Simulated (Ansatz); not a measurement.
# EuSb (zincblende): how the settings move a single-point run

How sensitive is a single-point run of EuSb (zincblende) to its settings? A reference run comes first, then four runs with altered input.

Program: Ansatz 0.2.0. Level of theory: reference: DFT PBE+U, scalar-relativistic, plane waves, PAW. These are calculated values, not measurements.

3 further runs of the same task are left out: 3 that didn't finish. Runs told in other sessions of the task aren't counted.

## Step 1: The starting structure

The structure is cubic, space group F-43m (No. 216). Conventional cell: a = 7.464 Å, b = 7.464 Å, c = 7.464 Å, α = 90.00°, β = 90.00°, γ = 90.00°. Eu (site symmetry -43m) is surrounded by 4 Sb at 3.23 Å. Sb (site symmetry -43m) is surrounded by 4 Eu at 3.23 Å.

Structure file:

```
CELL_PARAMETERS angstrom
0.00000 3.73219 3.73219
3.73219 0.00000 3.73219
3.73219 3.73219 0.00000
ATOMIC_POSITIONS crystal
Eu 0.00000 0.00000 0.00000
Sb 0.25000 0.25000 0.25000
```

## Step 2: The reference run

input.yaml reads:

```yaml
crystal:
  lattice:
    - [0.0, 3.732192201, 3.732192201]
    - [3.732192201, 0.0, 3.732192201]
    - [3.732192201, 3.732192201, 0.0]
  atoms:
    - { symbol: Eu, position: [0.0, 0.0, 0.0], spin: 7.71 }
    - { symbol: Sb, position: [0.25, 0.25, 0.25] }
basis:
  ecutwfc: 420
  ecutrho_ratio: 4
kpoints:
  mp_grid: { grid: [8, 8, 8] }
  band_path:
    path:
      - [[0.0, 0.0, 0.0], [-0.5, -0.5, 0.0], [-0.375, -0.375, 0.25]]
      - [[-0.375, 0.0, 0.375], [0.0, 0.0, 0.0], [0.0, 0.0, 0.5], [-0.5, -0.25, 0.25], [-0.5, -0.5, 0.0]]
    npoints: 14
hamiltonian:
  xc: pbe
  hubbard: { sites: [{ species: Eu, l: f, u_eff: 6.0 }] }
scf:
  occupations: { method: gaussian, width: 0.05 }
  lower_state_search: "off"
  n_extra_bands: 16
output:
  forces: true
  stress: true
  eigenvalues: true
  populations: true
  hubbard: { sites: [{ species: Eu, l: f }] }
  dos: { projected: true, de: 0.02, nscf_kmesh: { grid: [12, 12, 12] } }
  bader: true
  write_density: true
  write_potential: true
  elf: true
  volumetric_format: npy
magnetization:
  spin_polarized: true
checkpoint:
  read: start.run
  write: ck
  compress: false
  write_wavefunctions: false
  write_every: 100000
```

Run with:

```bash
$ ansatz run input.yaml --threads 2 --pin off --max-ram 2662MiB --backend cpu --events-out ev --progress --plain --runs-dir out
```

## Step 3: Changed: xc_grid 3, occupations.method tetrahedron_uncorrected, width left out, lower_state_search left out

input.yaml reads:

```yaml
crystal:
  lattice:
    - [0.0, 3.732192201, 3.732192201]
    - [3.732192201, 0.0, 3.732192201]
    - [3.732192201, 3.732192201, 0.0]
  atoms:
    - { symbol: Eu, position: [0.0, 0.0, 0.0], spin: 6.0 }
    - { symbol: Sb, position: [0.25, 0.25, 0.25] }
basis:
  ecutwfc: 420
  ecutrho_ratio: 4
  xc_grid: 3
kpoints:
  mp_grid: { grid: [8, 8, 8] }
hamiltonian:
  xc: pbe
  hubbard: { sites: [{ species: Eu, l: f, u_eff: 6.0 }] }
scf:
  occupations: { method: tetrahedron_uncorrected }
output:
  forces: true
  stress: true
  write_density: true
  write_potential: true
  elf: true
  volumetric_format: npy
magnetization:
  spin_polarized: true
```

## Step 4: Changing settings: dispersion d4, lower_state_search left out

input.yaml reads:

```yaml
crystal:
  lattice:
    - [0.0, 3.732192201, 3.732192201]
    - [3.732192201, 0.0, 3.732192201]
    - [3.732192201, 3.732192201, 0.0]
  atoms:
    - { symbol: Eu, position: [0.0, 0.0, 0.0], spin: 6.0 }
    - { symbol: Sb, position: [0.25, 0.25, 0.25] }
basis:
  ecutwfc: 420
  ecutrho_ratio: 4
kpoints:
  mp_grid: { grid: [8, 8, 8] }
hamiltonian:
  xc: pbe
  hubbard: { sites: [{ species: Eu, l: f, u_eff: 6.0 }] }
  dispersion: d4
scf:
  occupations: { method: gaussian, width: 0.05 }
output:
  forces: true
  stress: true
magnetization:
  spin_polarized: true
```

## Step 5: Changed: ecutrho_ratio 8, lower_state_search left out

input.yaml reads:

```yaml
crystal:
  lattice:
    - [0.0, 3.732192201, 3.732192201]
    - [3.732192201, 0.0, 3.732192201]
    - [3.732192201, 3.732192201, 0.0]
  atoms:
    - { symbol: Eu, position: [0.0, 0.0, 0.0], spin: 6.0 }
    - { symbol: Sb, position: [0.25, 0.25, 0.25] }
basis:
  ecutwfc: 420
  ecutrho_ratio: 8
kpoints:
  mp_grid: { grid: [8, 8, 8] }
hamiltonian:
  xc: pbe
  hubbard: { sites: [{ species: Eu, l: f, u_eff: 6.0 }] }
scf:
  occupations: { method: gaussian, width: 0.05 }
output:
  forces: true
  stress: true
  write_density: true
  write_potential: true
  elf: true
  volumetric_format: npy
magnetization:
  spin_polarized: true
```

## Step 6: Changed: ecutrho_ratio 9, lower_state_search left out

input.yaml reads:

```yaml
crystal:
  lattice:
    - [0.0, 3.732192201, 3.732192201]
    - [3.732192201, 0.0, 3.732192201]
    - [3.732192201, 3.732192201, 0.0]
  atoms:
    - { symbol: Eu, position: [0.0, 0.0, 0.0], spin: 6.0 }
    - { symbol: Sb, position: [0.25, 0.25, 0.25] }
basis:
  ecutwfc: 420
  ecutrho_ratio: 9
kpoints:
  mp_grid: { grid: [8, 8, 8] }
hamiltonian:
  xc: pbe
  hubbard: { sites: [{ species: Eu, l: f, u_eff: 6.0 }] }
scf:
  occupations: { method: gaussian, width: 0.05 }
output:
  forces: true
  stress: true
magnetization:
  spin_polarized: true
```

Before running it: what results should come out? Wanted: for each run, ending; energy change; pressure; gap; abs. moment; force.

As calculated:

| run | ending | energy change | pressure (GPa) | gap (eV) | abs. moment (μB) | force (eV/Å) | cycles | time |
| --- | --- | --- | --- | --- | --- | --- | --- | --- |
| reference | converged | 0 | 0.0 | 0.00 | 8.00 | 0.00 | - | 52 s |
| 1: xc_grid 3, occupations.method tetrahedron_uncorrected, width left out, lower_state_search left out | converged | +1.5 meV/atom (σ→0) | 0.0 | 0.00 | 8.00 | 0.00 | 16 | 17 s |
| 2: dispersion d4, lower_state_search left out | converged | -213.2 meV/atom (dispersion and other settings together) | -0.8 | 0.00 | 8.00 | 0.00 | 22 | 71 s |
| 3: ecutrho_ratio 8, lower_state_search left out | converged | 0.0 meV/atom | 0.0 | 0.00 | 8.00 | 0.00 | 22 | 72 s |
| 4: ecutrho_ratio 9, lower_state_search left out | converged | 0.0 meV/atom | 0.0 | 0.00 | 8.00 | 0.00 | 23 | 74 s |

Times don't compare one to one where runs were asked for different outputs or read a saved state (see the inputs); cycles may leave out searches for a lower state.

Residual by cycle in the longest SCF loop of each run; runs are numbered as in the table. The quantity is the density residual dr2, in eV.

| cycle | reference | run 1 | run 2 | run 3 | run 4 |
| --- | --- | --- | --- | --- | --- |
| 1 | 3.1e-8 | 3.24 | 2.79 | 2.86 | 2.86 |
| 3 | - | 0.332 | 0.179 | 0.176 | 0.145 |
| 4 | - | 0.116 | 0.0716 | 0.0515 | 0.0285 |
| 6 | - | 0.0146 | 0.0175 | 0.00557 | 0.0069 |
| 7 | - | 0.00334 | 0.00814 | 0.00175 | 0.00569 |
| 9 | - | 2.6e-4 | 0.00677 | 7.4e-4 | 6.4e-4 |
| 10 | - | 2.3e-4 | 2.87 | 2.86 | 0.00112 |
| 12 | - | 1.4e-5 | 0.461 | 0.443 | 0.306 |
| 13 | - | 3.5e-6 | 0.0184 | 0.0306 | 0.267 |
| 15 | - | 1.6e-7 | 0.00139 | 0.00121 | 0.00557 |
| 16 | - | 1.4e-8 | 3.2e-4 | 3.9e-4 | 0.0011 |
| 18 | - | - | - | - | 3.2e-5 |

**Reading.** The pressure spans -0.8 to 0.0 GPa over the reference and the converged variants.
